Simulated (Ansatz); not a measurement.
# SnH2O2 (SMILES [OH][Sn][OH]): energies and forces away from the minimum

One table from this session's results is given with a row withheld; the runs are named, their logs left out.

The runs use Ansatz 0.2.0, Gaussian basis; single points with forces in def2-TZVPP.

Levels: PBE-D4, r2SCAN-D4, PBE0-D4, wB97M-V, Hartree-Fock, MP2, CCSD, CCSD(T). Each coordinate is moved by a Gaussian draw of the width named (0.7 of it for atoms other than hydrogen): 0.12, 0.09, 0.12, 0.12 Å.

Correlated methods freeze the cores. Filled d shells of the heavier atoms are correlated. Core potentials replace the inner electrons past krypton, and spin-orbit coupling is left out.

6 further runs of the same task are left out: 6 set aside as unsound or not needed.

### The starting structure

SMILES `[OH][Sn][OH]`, 5 atoms, charge 0, spin multiplicity 1.

Atoms are counted from 1 here; the program's logs count them from 0.

Bond lengths: O1–Sn2 1.930 Å, O1–H4 0.950 Å, Sn2–O3 1.955 Å, O3–H5 0.983 Å. Angles: Sn2–O1–H4 105.5°, O1–Sn2–O3 108.2°, Sn2–O3–H5 106.9°.

Coordinates:

```xyz
5
charge 0, multiplicity 1
O    -1.1523    0.0572   -0.8507
Sn   -0.1897   -0.6185    0.6793
O     1.7016   -0.1763    0.4535
H    -2.0670   -0.1368   -0.6820
H     1.7572    0.8008    0.3585
```

Set-up of the first run:

pre/in.yaml

```yaml
crystal:
  periodic: [false, false, false]
  atoms:
    - {symbol: O, position_ang: [-1.152300, 0.057200, -0.850700]}
    - {symbol: Sn, position_ang: [-0.189700, -0.618500, 0.679300]}
    - {symbol: O, position_ang: [1.701600, -0.176300, 0.453500]}
    - {symbol: H, position_ang: [-2.067000, -0.136800, -0.682000]}
    - {symbol: H, position_ang: [1.757200, 0.800800, 0.358500]}
basis:
  gaussian: {orbitals: def2-SVP}
hamiltonian: {xc: pbe, dispersion: d4}
relax: {f_tol: 0.03, max_steps: 250}
```

No record of the launch command was kept for these runs.

Steps of the session up to this table: A first relaxation in a small basis; Finding the minimum; The minimum at every level; Structure 1, width 0.12 Å; Structure 2, width 0.09 Å; Structure 3, width 0.12 Å; Structure 4, width 0.12 Å.

One table of the session follows, with a row left open; its other results are not shown here.

| method | RMS force component (eV/Å) | angle to CCSD(T) forces (°) | dipole (D) |
| --- | --- | --- | --- |
| PBE-D4 | 9.090 | 1.9 | 1.31 |
| r2SCAN-D4 | ? | ? | ? |
| PBE0-D4 | 8.937 | 0.3 | 1.37 |
| wB97M-V | 8.927 | 0.3 | 1.41 |
| CCSD(T) | 8.971 | reference | 1.42 |

**Question.** Estimate the row for r2SCAN-D4.

**Answer.** RMS force component (eV/Å): 8.931; angle to CCSD(T) forces (°): 0.5; dipole (D): 1.31. In the column «RMS force component (eV/Å)» it lies between wB97M-V (8.927) and PBE0-D4 (8.937).
